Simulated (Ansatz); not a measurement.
# NiMoIrPdW (Cm) in Ansatz: further runs

Runs on NiMoIrPdW. Level: PBE. Tasks: relaxation of cell and atoms.

Program: Ansatz 0.2.0. These are calculated values, not measurements. Logs are shortened: lines on timing, memory, paths and dates and some standing lists are left out, and cuts for length are marked.

### 1 Starting point

The structure is monoclinic, space group Cm (No. 8). The conventional cell has a = 4.689 Å, b = 2.863 Å, c = 11.144 Å, α = 90.00°, β = 101.20°, γ = 90.00°. Ni (site symmetry m) is surrounded by 3 Ir at 2.59 to 2.61 Å and 3 Pd at 2.67 to 2.68 Å and 6 Ni at 2.75 to 2.86 Å. Mo (site symmetry m) is surrounded by 3 Ir at 2.68 Å and 6 Mo at 2.75 to 2.86 Å and 2 W at 2.78 Å. Pd (site symmetry m) is surrounded by 3 Ni at 2.67 to 2.68 Å and 3 W at 2.74 to 2.75 Å and 6 Pd at 2.75 to 2.86 Å. Ir (site symmetry m) is surrounded by 3 Ni at 2.59 to 2.61 Å and 3 Mo at 2.68 Å and 6 Ir at 2.75 to 2.86 Å. Around W (site symmetry m) lie 3 Pd at 2.74 to 2.75 Å and 6 W at 2.75 to 2.86 Å and 2 Mo at 2.78 Å.

The cell was built by a generator and needn't be a form met in nature.

### 2 Relaxation of cell and atoms, PBE, collinear spin, ferromagnetic start, target pressure 2 GPa, at which the enthalpy is minimised

Input file input.yaml:

```yaml
crystal:
  lattice:
    - [2.3446, -1.43138, 0.00906]
    - [2.3446, 1.43138, 0.00906]
    - [-2.206, 0.0, 10.92374]
  atoms:
    - { symbol: Ni, position: [0.49838, 0.49838, 0.29525], spin: 1.0 }
    - { symbol: Mo, position: [0.31773, 0.31773, 0.91207], spin: 1.0 }
    - { symbol: Pd, position: [0.24733, 0.24733, 0.49061] }
    - { symbol: Ir, position: [0.74982, 0.74982, 0.10802], spin: 0.6 }
    - { symbol: W, position: [0.68673, 0.68673, 0.69406] }
hamiltonian:
  xc: pbe
  pseudopotentials: { kind: paw }
magnetization:
  spin_polarized: true
kpoints:
  mp_grid: { grid: [8, 8, 2] }
scf:
  occupations: { method: fermi_dirac, width: 0.05 }
output:
  forces: true
  stress: true
  eigenvalues: true
relax:
  f_tol: 0.01
  max_steps: 40
  cell: { stress_tol: 0.05, p_target: 2.0 }
```

Potentials or basis: Ansatz PAW.

Launch:

```
$ ansatz run input.yaml --threads 8 --pin off --max-ram 20480MiB --backend cpu --events-out ev --progress --plain --runs-dir out
```

Output:

```text
Warning: RAYON_NUM_THREADS=8 ignored (pool sized by the plan → 8); use --threads N
Engine: ansatz 0.2.0, aarch64-unknown-linux-gnu
Pseudopotentials: kind: paw
Pseudopotential: Ni, paw, valence charge 18, recommended cutoff 420 eV (normal), Ni.paw.azcp
Pseudopotential: Mo, paw, valence charge 14, recommended cutoff 420 eV (normal), Mo.paw.azcp
Pseudopotential: Pd, paw, valence charge 18, recommended cutoff 420 eV (normal), Pd.paw.azcp
Pseudopotential: Ir, paw, valence charge 17, recommended cutoff 420 eV (normal), Ir.paw.azcp
Pseudopotential: W, paw, valence charge 14, recommended cutoff 420 eV (normal), W.paw.azcp
Functional definition: PBE
  parameter kappa = 0.804
  parameter beta = 0.06672455060314922
  exchange = pbe_x(kappa = kappa, mu = beta*pi^2/3)
  correlation = pbe_c(beta = beta)
Crystal: 5 atoms, lattice volume = 73.378 Å³
Basis set: ecut = 420 eV, 1447 PW (Γ), exchange–correlation on 40×40×150 points (8 copies of the dense FFT grid, shifted against one another)
Bands: 51, of which v1, the nominal top of the filled ones, is band 41 counted from 1 (40 counted from 0)
Symmetry: 2 space group operations
Space group: Cm (ITA 8), of the structure as read, at distance tolerance 4.2e-5 Å
Magnetic group: BNS 8.32 (UNI 39), of the structure as read, at distance tolerance 4.2e-5 Å
k-points: 42 of 128 (time reversal used)
Non-local potential: Ni, projectors of the file, l = 0: 3, l = 1: 2, l = 2: 3, l = 3: 1
Non-local potential: Mo, projectors of the file, l = 0: 3, l = 1: 2, l = 2: 2, l = 3: 1
Non-local potential: Pd, projectors of the file, l = 0: 2, l = 1: 2, l = 2: 2, l = 3: 1
Non-local potential: Ir, projectors of the file, l = 0: 3, l = 1: 2, l = 2: 2, l = 3: 1
Non-local potential: W, projectors of the file, l = 0: 3, l = 1: 2, l = 2: 2, l = 3: 1
PAW form: soft (Blöchl's): semilocal exchange-correlation on the pseudo side does not see the compensation charge
PAW one-centre angular grid: Ni, 590 points (default); XC on 64 Gauss nodes
PAW one-centre angular grid: Mo, 590 points (default); XC on 64 Gauss nodes
PAW one-centre angular grid: Pd, 590 points (default); XC on 64 Gauss nodes
PAW one-centre angular grid: Ir, 590 points (default); XC on 64 Gauss nodes
PAW one-centre angular grid: W, 590 points (default); XC on 64 Gauss nodes
Initial density: superposition of atomic densities (chi_scale 0.1, normalization cell)
Starting moments: Σ|m| = 2.6 μB on 3 of 5 sites
Initial wavefunctions: pseudopotential atomic-orbital guess
Functional: x = pbe(κ = 0.804, μ = 0.2195149727645171), c = pbe(β = 0.06672455060314922)
SCF iter   1: F=—  HF=-40096.290021 eV  |F-HF|=—  |Δ(HF+E_count)|=         —  Δρ=1.44e-1 (↑1.40e-1 ↓1.44e-1)  dr2=2.25e2  dr2_m=1.51e-1  M=1.483 μB ∫|m|=1.578 μB  β_m=0.30  ethr=3.10e-3  ⟨swp⟩=6.6  Hψ=14374  notcnv=0
Mixer restart at iter 1: flushing history
preconditioner: auto → Kerker (q_TF=auto, 2.774 Å⁻¹)  [metal: Δε(μ)=0.006 eV  Ē_g=6.364 eV  σ=0.050 eV  W_gap=0.03  n_scr=30 (ndim 8)  ℏωp=27.8 eV  f_vac=0.000  D(μ)=6.00/eV (n_scr^D=70)]
spin=Collinear: Kerker preconditioning applied to the charge; magnetization (m = ρ↑ − ρ↓) channel mixes plain (no charge-response kernel on spin).
[... 156 lines left out ...]
SCF iter  12: F=—  HF=-40088.573605 eV  |F-HF|=—  |Δ(HF+E_count)|=  5.09e-11  Δρ=8.28e-8 (↑8.27e-8 ↓8.28e-8)  dr2=2.71e-11  dr2_m=4.25e-16  M=0.000 μB ∫|m|=0.000 μB  β_m=0.43  ethr=1.00e-12  ⟨swp⟩=2.0  Hψ=4696  notcnv=0
SCF iter  13: F=—  HF=-40088.573605 eV  |F-HF|=—  |Δ(HF+E_count)|=  1.02e-10  Δρ=5.47e-8 (↑5.46e-8 ↓5.47e-8)  dr2=4.80e-11  dr2_m=2.84e-16  M=0.000 μB ∫|m|=0.000 μB  β_m=0.28  ethr=1.00e-12  ⟨swp⟩=1.4  Hψ=4326  notcnv=0
SCF iter  14: F=—  HF=-40088.573605 eV  |F-HF|=—  |Δ(HF+E_count)|=    0.00e0  Δρ=2.36e-8 (↑2.35e-8 ↓2.36e-8)  dr2=6.35e-13  dr2_m=3.25e-16  M=0.000 μB ∫|m|=0.000 μB  β_m=0.41  ethr=1.00e-12  ⟨swp⟩=1.0  Hψ=4284  notcnv=0
SCF iter  15: F=—  HF=-40088.573605 eV  |F-HF|=—  |Δ(HF+E_count)|=  7.28e-12  Δρ=6.81e-8 (↑6.81e-8 ↓6.81e-8)  dr2=7.50e-11  dr2_m=7.54e-17  M=0.000 μB ∫|m|=0.000 μB  β_m=0.35  ethr=1.00e-12  ⟨swp⟩=1.0  Hψ=4284  notcnv=0  recentre
SCF iter  16: F=-40088.573605 eV  HF=-40088.573605 eV  |F-HF|=2.18e-11  |Δ(HF+E_count)|=  7.28e-12  Δρ=5.72e-8 (↑5.72e-8 ↓5.72e-8)  dr2=3.23e-11  dr2_m=4.00e-17  M=0.000 μB ∫|m|=0.000 μB  ethr=1.00e-12  ⟨swp⟩=1.5  Hψ=8992  notcnv=0
the starting moments were not kept: the SCF closed with an absolute magnetisation of 8.4e-9 μB, where they sum to 2.6 μB in size (3 sites). That is at most 0.1 of that sum. Measured as dr2_m measures the in/out step, that magnetisation stands 9.5e-18 eV from none, at or under the dr2_threshold of 5.0e-11 eV: it is no larger than a step whose dr2_m would equal this threshold.
SCF 7 converged in 16 iterations: F = -40088.573605 eV  dr2 = 3.23e-11
relax step   7: F+E_penalty+E_count = -40088.57360471 eV  Δ(F+E_penalty+E_count) = +3.077e-4 eV  max|allowed force component| = 1.528e-3 eV/Å  Δτ_max = 0.0000 Å  P = +1.992 GPa  Ω = 72.690 Å³  stress off target by 2.67e-2 GPa  SCF on the basis re-selected at this cell (its energy is not comparable with the rows above)  (16 SCF iters)
basis re-selected at this cell: Δ(F+E_penalty+E_count) = +3.077e-4 eV, ΔP = +0.005 GPa vs the last step (what re-selecting the basis moved, of the pressure what is left beyond the Pulay correction that the steps carried, after the strain that the cell walked since its last selection, with what the two solves' SCF thresholds leave and, on support functions, any second-order correction that the steps lacked; it is no measure of the basis error at this ecutwfc). This SCF's stress stands 2.67e-2 GPa from its target on what of the cell is left free (relax.cell.stress_tol is 5.00e-2 GPa) and its largest allowed force component is 1.53e-3 eV/Å (relax.f_tol is 1.00e-2 eV/Å): within both
SCF converged after 16 iterations
Magnetization: 0.0000 μB (40.5000 up, 40.5000 down)
Absolute magnetization: 0.0000 μB (∫|ρ↑−ρ↓|, with the PAW one-centre terms)
Spin contamination: 0.0000 ħ² per cell (⟨S²⟩ above its minimum at these occupations)
Per-site moments (μB) at R_I (Å): [(9.331987743784047e-10, 1.0654046119195668), (9.676159070287393e-10, 1.1040656012909478), (-3.0909894786802813e-10, 1.0976831762444035), (-3.8283147101361295e-10, 1.0654046119195668), (-1.926613259951254e-10, 1.126706099745819)]
Free energy (F): -40088.573605 eV
Harris-Foulkes:  -40088.573605 eV  (|F-HF|=2.18e-11)
Internal energy: -40088.551096 eV  (E = F + TS)
E sigma→0 (E₀):  -40088.562350 eV
Entropy (-TS):   -0.022509 eV (-4.502 meV/atom)
Fermi energy:    21.130907 eV
--- Per-component energies (eV) ---
  E_band       = -657.671705
  E_kinetic    = 2309.533840
  E_local      = -9209.058130  (includes V_loc(G=0)·N_el)
  E_nonlocal   = 1071.591882
  E_hartree    = 3809.571017
  E_xc         = -971.673471
  E_vxc        = -1088.667415  (∫ρ·V_xc dr)
  E_paw        = -26369.521004  (= ΣΔE_a)
  E_vpaw       = -1360.214328  (= ΣTr[D̂ρ^β])
  E_aug_tail   = 0.000799  (compensation charges beyond the density's cutoff)
  E_ewald      = -10728.996030
  E_smearing   = -0.022509  (= −TS)
  E_closure    = -0.000000  (closes the sum)
  Σ components = -40088.573605   (vs F -40088.573605, Δ=0.00e0)
--- Forces (eV/Å), atoms counted from 1 ---
  atom   1  Ni     0.00013218    -0.00000000     0.00002170
  atom   2  Mo    -0.00142206     0.00000000     0.00152779
  atom   3  Pd     0.00003311     0.00000000     0.00108217
  atom   4  Ir     0.00000312    -0.00000000    -0.00115141
  atom   5  W      0.00125367    -0.00000000    -0.00147931
  max |Σ_I F_I| component: 9.29e-7 eV/Å
--- Stress (GPa, compression-positive) ---
        1.975034       0.000000      -0.008533
        0.000000       1.986290      -0.000000
       -0.008533      -0.000000       2.014613
  P = ⅓ Tr σ = 1.9920 GPa (19.920 kbar)
--- Band table (eV; the first three rows and the last of 84) ---
  k-point 0 ↑: bands = ["-81.5885", "-71.4347", "-63.6397", "-52.8514", "-42.0840", "-41.9287", "-41.9094", "-39.9239", "-29.5162", "-29.1351", "-29.1194", "-28.2711", "-28.1116", "-28.0523", "-17.2674", "-16.5217", "-16.4316", "-14.0444", "-13.3685", "-13.2900", "12.0208", "13.1447", "14.6467", "15.2652", "15.6604", "17.4027", "17.6745", "18.0496", "18.1657", "18.2981", "18.6819", "18.9109", "18.9685", "19.0536", "19.3538", "19.4571", "19.8958", "20.2556", "20.2904", "20.3504", "20.4100", "20.5747", "20.8931", "21.1678", "21.5060", "21.6659", "22.5861", "23.5412", "24.3183", "24.8644", "30.4611"]
  k-point 1 ↑: bands = ["-81.5885", "-71.4347", "-63.6397", "-52.8514", "-42.0840", "-41.9287", "-41.9094", "-39.9239", "-29.5162", "-29.1351", "-29.1194", "-28.2711", "-28.1116", "-28.0523", "-17.2674", "-16.5217", "-16.4316", "-14.0444", "-13.3685", "-13.2900", "12.1260", "12.9003", "14.7449", "15.2700", "15.8488", "17.4071", "17.6674", "18.1428", "18.1791", "18.2839", "18.6320", "18.9035", "19.0404", "19.1121", "19.1140", "19.4905", "19.5762", "19.7179", "20.1824", "20.2447", "20.6071", "20.6469", "21.1511", "21.3916", "21.7139", "21.8532", "22.5533", "23.5418", "24.3142", "24.8719", "29.5890"]
  k-point 2 ↑: bands = ["-81.5878", "-71.4301", "-63.6351", "-52.8372", "-42.0832", "-41.9327", "-41.9139", "-39.8976", "-29.5107", "-29.1731", "-29.1327", "-28.2623", "-28.1707", "-28.0790", "-17.2416", "-16.6758", "-16.4877", "-14.0204", "-13.5289", "-13.3455", "12.5769", "13.7003", "15.0408", "15.6951", "15.9638", "17.2247", "17.5490", "18.0195", "18.1910", "18.3822", "18.4383", "18.5249", "18.8596", "19.1098", "19.2347", "19.3357", "19.6547", "19.8745", "20.0454", "20.2610", "20.3807", "20.6627", "20.9833", "21.5748", "21.7735", "21.8734", "23.3278", "23.8406", "24.2267", "25.5153", "30.7340"]
  k-point 41 ↓: bands = ["-81.5828", "-71.3962", "-63.6014", "-52.7337", "-42.0778", "-41.9826", "-41.9252", "-39.7068", "-29.4718", "-29.4379", "-29.2243", "-28.5822", "-28.2590", "-28.1962", "-17.6576", "-17.0666", "-16.8516", "-14.5657", "-13.8453", "-13.7088", "14.4799", "15.1089", "15.5098", "15.6770", "15.8108", "16.1681", "17.2741", "17.5549", "17.9712", "18.4794", "18.4824", "18.7815", "19.5562", "20.1325", "20.1833", "20.6738", "20.9542", "20.9764", "21.3648", "21.7333", "21.9926", "22.2519", "23.0169", "23.7636", "23.9696", "24.8749", "25.4129", "26.4514", "26.8529", "27.3404", "27.9488"]
--- Relaxed structure (6 steps of the walk, 5 accepted, 1 SCFs on fresh bases) ---
  F+E_penalty+E_count = -40088.57360471 eV   max|allowed force component| = 1.528e-3 eV/Å   (the final SCF, on the basis selected at the relaxed cell)
  cell:  # Å, volume = 72.6896 Å³
    - [2.3453069985663033, -1.4180108030837824, 0.01569823097497079]
    - [2.3453069985663033, 1.4180108030837824, 0.015698230974970785]
    - [-2.1756993392093684, -7.154612619514815e-18, 10.913998399950048]
  atoms:
    - { symbol: Ni, position: [0.49783617841460914, 0.49783617841460914, 0.29532984287955333] }
    - { symbol: Mo, position: [0.3229152545543183, 0.3229152545543183, 0.912206691078254] }
    - { symbol: Pd, position: [0.245886850112078, 0.245886850112078, 0.49044263078995437] }
    - { symbol: Ir, position: [0.7517799279976219, 0.7517799279976219, 0.10863482153337302] }
    - { symbol: W, position: [0.6815717889213723, 0.6815717889213723, 0.6933960137188651] }
```

It took 59 s on 8 threads of Arm Neoverse V1, shared host; peak memory 0.72 GiB.

Results:

```
Free energy                                            : -40088.5736 eV
Relaxed volume                                         : 14.54 Å³/atom
Relaxed cell                                           : a = 2.741 Å, b = 2.741 Å, c = 11.129 Å, α = 99.30°, β = 99.30°, γ = 62.31°
Space group after relaxing (to 0.05 Å)                 : Cm (No. 8)
Energy change on relaxing (the enthalpy is what falls) : +0.0 meV/atom
Ionic steps                                            : 6
Pressure after relaxing                                : 2.0 GPa
Band gap on the k mesh                                 : none (metal or under the smearing width)
Net moment                                             : 0.00 μB per cell
Absolute moment                                        : 0.00 μB per cell
```

Forces in eV/Å, atoms in the order of the input:
```
Ni   0.000  0.000  0.000
Mo  -0.001  0.000  0.002
Pd   0.000  0.000  0.001
Ir   0.000  0.000 -0.001
W    0.001  0.000 -0.001
```

The path:
```tsv
step	energy change (eV)	largest force (eV/Å)	volume (Å³)
1	0.0000	0.0901	73.38
2	0.0001	0.0489	72.70
3	0.0004	0.0227	72.66
4	-0.0002	0.0269	72.70
5	-0.0001	0.0021	72.69
6	0.0002	0.0021	72.69
```

Final structure:
```yaml
crystal:
  lattice:
    - [2.34531, -1.41801, 0.01570]
    - [2.34531, 1.41801, 0.01570]
    - [-2.17570, 0.00000, 10.91400]
  atoms:
    - { symbol: Ni, position: [0.49784, 0.49784, 0.29533] }
    - { symbol: Mo, position: [0.32292, 0.32292, 0.91221] }
    - { symbol: Pd, position: [0.24589, 0.24589, 0.49044] }
    - { symbol: Ir, position: [0.75178, 0.75178, 0.10863] }
    - { symbol: W, position: [0.68157, 0.68157, 0.69340] }
```

Levels at points of the mesh, in eV from the Fermi level:
Spin up:
```
              k point  band 36  band 37  band 38  band 39  band 40  band 41  band 42  band 43  band 44  band 45
   (0.00, 0.00, 0.00)    -1.67    -1.24    -0.88    -0.84    -0.78    -0.72    -0.56    -0.24     0.04     0.38
  (0.00, 0.00, -0.50)    -1.64    -1.55    -1.41    -0.95    -0.89    -0.52    -0.48     0.02     0.26     0.58
  (0.00, -0.50, 0.00)    -0.66    -0.52    -0.39    -0.20     0.87     1.32     1.37     1.62     1.93     2.44
 (0.00, -0.50, -0.50)    -0.60    -0.48    -0.21    -0.17     0.75     0.88     1.07     1.66     2.51     2.74
 (-0.50, -0.50, 0.00)    -0.47    -0.37    -0.15    -0.08     0.30     1.12     1.13     1.78     2.84     2.97
(-0.50, -0.50, -0.50)    -0.46    -0.18    -0.15     0.23     0.60     0.86     1.12     1.89     2.63     2.84
```
Spin down:
```csv
k point,band 36,band 37,band 38,band 39,band 40,band 41,band 42,band 43,band 44,band 45
"(0.00, 0.00, 0.00)",-1.67,-1.24,-0.88,-0.84,-0.78,-0.72,-0.56,-0.24,0.04,0.38
"(0.00, 0.00, -0.50)",-1.64,-1.55,-1.41,-0.95,-0.89,-0.52,-0.48,0.02,0.26,0.58
"(0.00, -0.50, 0.00)",-0.66,-0.52,-0.39,-0.20,0.87,1.32,1.37,1.62,1.93,2.44
"(0.00, -0.50, -0.50)",-0.60,-0.48,-0.21,-0.17,0.75,0.88,1.07,1.66,2.51,2.74
"(-0.50, -0.50, 0.00)",-0.47,-0.37,-0.15,-0.08,0.30,1.12,1.13,1.78,2.84,2.97
"(-0.50, -0.50, -0.50)",-0.46,-0.18,-0.15,0.23,0.60,0.86,1.12,1.89,2.63,2.84
```

Caveat: the plane-wave basis is chosen anew once the cell has moved, so the energies of steps on either side of that aren't comparable; the starting moments weren't kept. The run has no spin-orbit coupling, so splittings on Ir, W are missing.

(Part 1 of 2 ends here.)
